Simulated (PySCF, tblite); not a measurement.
**C₅H₁₁Si₂ radical: geometry, infrared bands and EPR parameters**

What infrared bands and EPR parameters should C₅H₁₁Si₂ radical (`C#C[C@@H]([SiH2])CC[SiH3]`) show?

The runs use tblite 0.8.0 and PySCF 2.14.0, with density-fitted response routines of our own; the level of theory stands in each step. All values are computed, except where a source is named. Atoms are numbered from 0 throughout.

## 1. The molecule as given

18 atoms, charge 0, multiplicity 2; geometry from: force field or distance geometry start.

Bonds of the start (Å): C0–C1 1.19, C1–C2 1.48, C2–Si3 1.87, C2–C4 1.50, C4–C5 1.49, C5–Si6 1.86, C0–H7 1.09, C2–H8 1.12, Si3–H9 1.46, Si3–H10 1.48, C4–H11 1.12, C4–H12 1.11, C5–H13 1.12, C5–H14 1.12, Si6–H15 1.48, Si6–H16 1.45, Si6–H17 1.47.

## 2. Geometry optimisation with GFN2-xTB

Job settings and geometry (Å):

```
{"job": {"kind": "relax", "xc": "GFN2-xTB", "basis": "xTB"}, "charge": 0, "multiplicity": 2}
C     -2.237300     1.725700     0.063100
C     -1.728200     0.666000     0.241400
C     -1.057300    -0.630300     0.479300
Si    -2.096100    -2.058100    -0.124000
C      0.302400    -0.600100    -0.164500
C      1.057700     0.515300     0.476800
Si     2.785800     0.733900    -0.174000
H     -2.694400     2.698200    -0.090200
H     -0.916100    -0.686500     1.590600
H     -3.221700    -1.567800    -0.906400
H     -2.560700    -2.847200     1.039500
H      0.756000    -1.606200     0.025800
H      0.168800    -0.461700    -1.258800
H      0.498000     1.457900     0.256200
H      1.075500     0.327000     1.578100
H      3.446300    -0.590100    -0.286600
H      2.880600     1.473300    -1.417100
H      3.532100     1.457000     0.864900
```

Command:

```bash
OMP_NUM_THREADS=1 python probes_run.py task.json out
```

The driver reads the jobs from task.json and runs them one after another.

**Question.** This job is followed by: GFN2-xTB harmonic vibrations, gas phase; UKS B3LYP, pcH-1 on C H Si, non-relativistic, mean-field spin-orbit, GIAO. Predict these results of the whole session: strongest single infrared mode (GFN2-xTB); zero-point energy (GFN2-xTB); g(iso) (B3LYP); ⟨S²⟩; largest a(iso) (averaged by class); potential on the surface of density 0.002 e/bohr³, 1st and 99th percentile.

**Answer**, as computed:

| quantity | value |
| --- | --- |
| strongest single infrared mode (GFN2-xTB) | 2306 cm⁻¹, 579 km/mol |
| zero-point energy (GFN2-xTB) | 81.7 kcal/mol |
| g(iso) (B3LYP) | 2.00306 |
| ⟨S²⟩ | 0.752 (exact 0.75) |
| largest a(iso) (averaged by class) | 29Si on Si3, -399.0 MHz |
| potential on the surface of density 0.002 e/bohr³, 1st and 99th percentile | -0.71 V and 1.20 V |

What this shows: The optimisation took 129 steps and gained 0.395 eV; among the close pairs (by a distance rule), C2–Si3 changed most, from 1.866 to 1.918 Å. No mode is imaginary among the 48: a minimum at this level. The strongest single mode, at 2306 cm⁻¹, moves mainly H10 and H9. Unscaled tight-binding wavenumbers are off by several per cent, some by more. Its intensities can rank the bands wrongly. Most of the unpaired spin sits on Si3 (0.96 e). The isotropic g lies 0.7 ppt above the free-electron value. These values are for one conformer; the search (at its own cheap level) found 2 more, at 0.64, 0.77 kcal/mol, and measured spectra average over such forms.
